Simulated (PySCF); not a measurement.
**Er(OH)3: other functionals and bases at one geometry**

The task here is to estimate one member of a computed series from the others.

Method: several levels, as the steps say, no spin–orbit coupling; program: PySCF 2.14.0.

1 further run of the same task is left out (for a known fault of the program).

### The system as given

7 atoms, charge 0, spin multiplicity 1.

Bond lengths: Er1–O2 2.023 Å, Er1–O4 2.023 Å, Er1–O6 2.023 Å, O2–H3 0.955 Å, O4–H5 0.955 Å, O6–H7 0.955 Å. Angles: O2–Er1–O4 120.0°, O2–Er1–O6 120.0°, O4–Er1–O6 120.0°, Er1–O2–H3 179.8°, Er1–O4–H5 179.8°, Er1–O6–H7 179.8°.

As a file:

```mol
ErH3O3
  3D, bonds by distance, orders not assigned

  7  6  0  0  0  0  0  0  0  0999 V2000
    0.0000   -0.0000    0.1368 Er  0  0
    2.0229   -0.0000    0.1435 O   0  0
    2.9778   -0.0000    0.1495 H   0  0
   -1.0115    1.7519    0.1435 O   0  0
   -1.4889    2.5789    0.1495 H   0  0
   -1.0115   -1.7519    0.1435 O   0  0
   -1.4889   -2.5788    0.1495 H   0  0
  1  2  8  0
  1  4  8  0
  1  6  8  0
  2  3  8  0
  4  5  8  0
  6  7  8  0
M  END
```

Formal oxidation states: Er +3. Each metal's 11 4f electrons lie in its core potential, so multiplicities, spins and levels count the valence alone. An earlier session relaxed this geometry at PBE0, Er lcecp-1-SVP with ECP57, O def2-SVP, H def2-SVP (singlet, point group D3h).

At PBE0 on the finer grid: E = -265.484999 Eh, HOMO -7.65 eV, LUMO -1.29 eV, Mulliken charge on Er1 +1.06 e, largest force component 0.003 eV/Å. 

Levels to run: PBE; M06-L; PBE0, TZVP. Hardware: 2 threads of Intel Xeon 6975P-C (Granite Rapids), shared host.

The first run:

run.py (the lines that set the calculation)

```python
mol = gto.M(atom='''
Er     0.00000     0.00000     0.13684
O      2.02295     0.00000     0.14348
H      2.97779     0.00000     0.14952
O     -1.01147     1.75193     0.14348
H     -1.48889     2.57885     0.14952
O     -1.01148    -1.75193     0.14348
H     -1.48890    -2.57884     0.14952''',
    basis={'Er': 'lcecp-1-SVP', 'O': 'def2-SVP', 'H': 'def2-SVP'},
    ecp={'Er': 'lcecp-1-SVP'},
    charge=0, spin=0)
mf = dft.RKS(mol, xc='PBE')
mf.grids.atom_grid = (75, 302)  # f atoms: unpruned, at least (60, 302)
mf = mf.density_fit()  # fitting sets: Er AutoAux, O def2-universal-JKFIT, H def2-universal-JKFIT
mf.conv_tol = 1e-08; mf.max_cycle = 55
mf.kernel(dm0)  # dm0: the density of the relaxed state
```

Launch:

```
OMP_NUM_THREADS=2 python run.py
```

Steps of the session up to this table: PBE; M06-L; PBE0, TZVP.

One table of the session follows, with a row left open; its other results are not shown here.

| level | HOMO (eV) | gap (eV) | charge on Er1 (e) | largest force component (eV/Å) |
| --- | --- | --- | --- | --- |
| PBE0 (relaxed here) | -7.65 | 6.36 | 1.06 | 0.00 |
| PBE | -5.96 | 3.93 | 0.83 | 0.58 |
| M06-L | ? | ? | ? | ? |
| PBE0, TZVP | -7.90 | 6.54 | 1.64 | 0.26 |

**Question.** Estimate the row for M06-L.

As computed: HOMO (eV): -6.13; gap (eV): 5.41; charge on Er1 (e): 1.20; largest force component (eV/Å): 0.27. In the column «HOMO (eV)» it lies between PBE0 (relaxed here) (-7.65) and PBE (-5.96).

In one basis the HOMO–LUMO gap runs from 3.93 eV (PBE) to 6.36 eV (PBE0). The largest leftover force, 0.58 eV/Å with PBE, stands at a geometry relaxed at another level. With 4f in the core, its levels are missing from HOMO and gap, and its count is fixed, so no charge can pass from the ligands into it. Total energies of different levels can't be compared.
